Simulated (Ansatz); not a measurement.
Runs of Ansatz 0.2.0 on Tl3Cu. The structure is cubic, space group Pm-3m (No. 221). Conventional cell: a = 4.717 Å, b = 4.717 Å, c = 4.717 Å, α = 90.00°, β = 90.00°, γ = 90.00°. Around Tl (site symmetry 4/mmm) lie 8 Tl at 3.34 Å and 4 Cu at 3.34 Å. Around Cu (site symmetry m-3m) lie 12 Tl at 3.34 Å. The cell comes from a database or a generator and needn't be the stable form of this composition.

```tsv
task	level	cell	gap on the mesh (eV)	pressure (GPa)	relaxed volume (Å³/atom)
relaxation of cell and atoms	PBE+D4	relaxed	none	0.0	24.61
relaxation of cell and atoms	PBE	relaxed	none	0.0	26.24
relaxation of cell and atoms	PBE+D3(BJ)	relaxed	none	0.0	(a)
relaxation of cell and atoms	PBE+D3(BJ)+ATM	relaxed	none	0.0	24.81
```

Alike in all rows: potentials or basis Ansatz PAW; no spin polarisation; k mesh 6 × 6 × 6; cutoff (eV) 420; smearing fermi-dirac 0.05 eV.

Q: Estimate the missing entries.

A: (a) 24.60.

Caveats: the plane-wave basis is chosen anew once the cell has moved, so the energies of steps on either side of that aren't comparable; pairwise dispersion overbinds metals, which lowers pressure and volume (some runs).

A k mesh can miss the band edges, and the runs leave out spin-orbit coupling on Tl.

A gap of «none» marks a metal or a gap under the smearing width.

Not every run made on this cell is shown here.
